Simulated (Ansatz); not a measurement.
# CH₂ClGaO: small, medium and large basis sets

The task here is to estimate one member of a computed series from the others.

Computed with Ansatz 0.2.0, Gaussian basis. Level: one geometry, several basis sets.

The runs, in order: PBE0-D4/def2-SVP; ωB97M-V/def2-SVP; PBE0-D4/def2-QZVPP; ωB97M-V/def2-QZVPP; the functionals' def2-TZVPP values are taken from earlier runs.

**The relaxed structure**

The geometry comes from an earlier relaxation with PBE0-D4 in a triple-zeta def2 set; it is a stationary point.

6 atoms, charge 0, spin multiplicity 1.

Atoms are counted from 1 here; the program's logs count them from 0.

Bond lengths: Cl1–Ga2 2.273 Å, C3–O4 1.204 Å, C3–H5 1.102 Å, C3–H6 1.104 Å. Angles: O4–C3–H5 121.3°, O4–C3–H6 120.3°, H5–C3–H6 118.4°.

The first run:

File in.yaml:

```yaml
crystal:
  periodic: [false, false, false]
  atoms:
    - {symbol: Cl, position_ang: [-0.445451, -2.179121, 0.848271]}
    - {symbol: Ga, position_ang: [-2.195724, -0.943085, 0.091201]}
    - {symbol: C, position_ang: [0.688603, 0.760123, -0.242203]}
    - {symbol: O, position_ang: [-0.489769, 0.889657, -0.455161]}
    - {symbol: H, position_ang: [1.091532, -0.164669, 0.202665]}
    - {symbol: H, position_ang: [1.393008, 1.572996, -0.491073]}
basis:
  gaussian: {orbitals: def2-SVP}
hamiltonian: {xc: pbe0, dispersion: d4}
output: {orbitals: {seedname: orbitals}}
```

On the command line:

```
> ansatz run in.yaml --threads 2 --pin off --events-out ev --progress --plain --max-ram 4352MiB
```

Steps of the session up to this table: PBE0-D4 in def2-SVP; ωB97M-V in def2-SVP; PBE0-D4 in def2-QZVPP; ωB97M-V in def2-QZVPP.

One table of the session follows, with a row left open; its other results are not shown here.

It belongs to the step «Functionals by basis». 

```
functional       basis  HOMO (eV)  LUMO (eV)
   PBE0-D4    def2-SVP      -6.72      -1.89
   PBE0-D4  def2-TZVPP      -6.83      -2.07
   PBE0-D4  def2-QZVPP      -6.88      -2.12
   ωB97M-V    def2-SVP      -8.77       0.38
   ωB97M-V  def2-TZVPP          ?          ?
   ωB97M-V  def2-QZVPP      -8.98       0.06
```

Estimate the missing values for ωB97M-V, def2-TZVPP.

As computed: HOMO (eV): -8.92; LUMO (eV): 0.17. In the column «HOMO (eV)» it lies between ωB97M-V, def2-QZVPP (-8.98) and ωB97M-V, def2-SVP (-8.77).
